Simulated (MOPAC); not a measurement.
**CH6FN2Nb (SMILES [CH3][Nb](=[NH])([NH2])[F]) at PM6**

Aim: a structure relaxation of CH6FN2Nb. 

The calculation is run with MOPAC 23.2.5.

**1. The structure to begin with**

The species is CH6FN2Nb (11 atoms), meant as a singlet with charge 0. As SMILES, `[CH3][Nb](=[NH])([NH2])[F]`. All atoms were displaced at random from a relaxed shape. The run starts from this shape.

Bond lengths: C1–Nb2 2.172 Å, Nb2–N3 1.772 Å, Nb2–N4 1.967 Å, Nb2–F5 1.865 Å, C1–H6 1.070 Å, C1–H7 1.107 Å, C1–H8 1.109 Å, N3–H9 0.995 Å, N4–H10 1.036 Å, N4–H11 1.009 Å. Some angles: C1–Nb2–N3 103.4°, C1–Nb2–N4 106.1°, C1–Nb2–F5 108.9°, N3–Nb2–N4 104.5°, N3–Nb2–F5 116.1°, N4–Nb2–F5 116.6°, Nb2–C1–H6 112.6°, Nb2–C1–H7 109.5°, Nb2–C1–H8 109.5°, Nb2–N3–H9 168.1°.

**2. A structure relaxation at PM6**

Input file input.mop:

```
PM6 GRADIENTS DISP MULLIK CYCLES=300 GNORM=0.05 AUX(PRECISION=6) THREADS=1
CH6FN2Nb charge 0
[CH3][Nb](=[NH])([NH2])[F]
C     -1.540595     0.629372     0.114208
Nb     0.597065     0.268464     0.255125
N      0.724642    -0.941792     1.543298
N      1.096152    -0.701621    -1.381733
F      1.465239     1.889739     0.563641
H     -2.100124    -0.270655    -0.032484
H     -1.895247     1.112645     1.044400
H     -1.745472     1.317636    -0.730551
H      0.874851    -1.464654     2.376644
H      1.206825    -0.219119    -2.291631
H      1.377901    -1.666212    -1.474855
```

Run with:

```bash
$ mopac input.mop
```

**Question.** What will come out? Wanted: total energy at the end; dipole moment; HOMO energy; LUMO energy; HOMO–LUMO gap; heat of formation.

**Answer.** As computed:

Level: PM6.

| quantity | value |
| --- | --- |
| total energy at the end | -42.15085 Eh |
| dipole moment | 2.85 D |
| HOMO energy | -9.24 eV |
| LUMO energy | 0.80 eV |
| HOMO–LUMO gap | 10.04 eV |
| heat of formation | -43.4 kcal/mol |

**Reading.** At the final geometry: Bond lengths: C1–Nb2 2.208 Å, Nb2–N3 1.759 Å, Nb2–N4 1.995 Å, Nb2–F5 1.930 Å, C1–H6 1.083 Å, C1–H7 1.088 Å, C1–H8 1.086 Å, N3–H9 0.976 Å, N4–H10 1.003 Å, N4–H11 0.997 Å. Some angles: C1–Nb2–N3 103.6°, C1–Nb2–N4 106.2°, C1–Nb2–F5 111.9°, N3–Nb2–N4 105.8°, N3–Nb2–F5 110.0°, N4–Nb2–F5 118.2°, Nb2–C1–H6 108.9°, Nb2–C1–H7 105.4°, Nb2–C1–H8 105.6°, Nb2–N3–H9 177.5°. The optimisation took 84 steps and changed the energy by -0.190 eV.
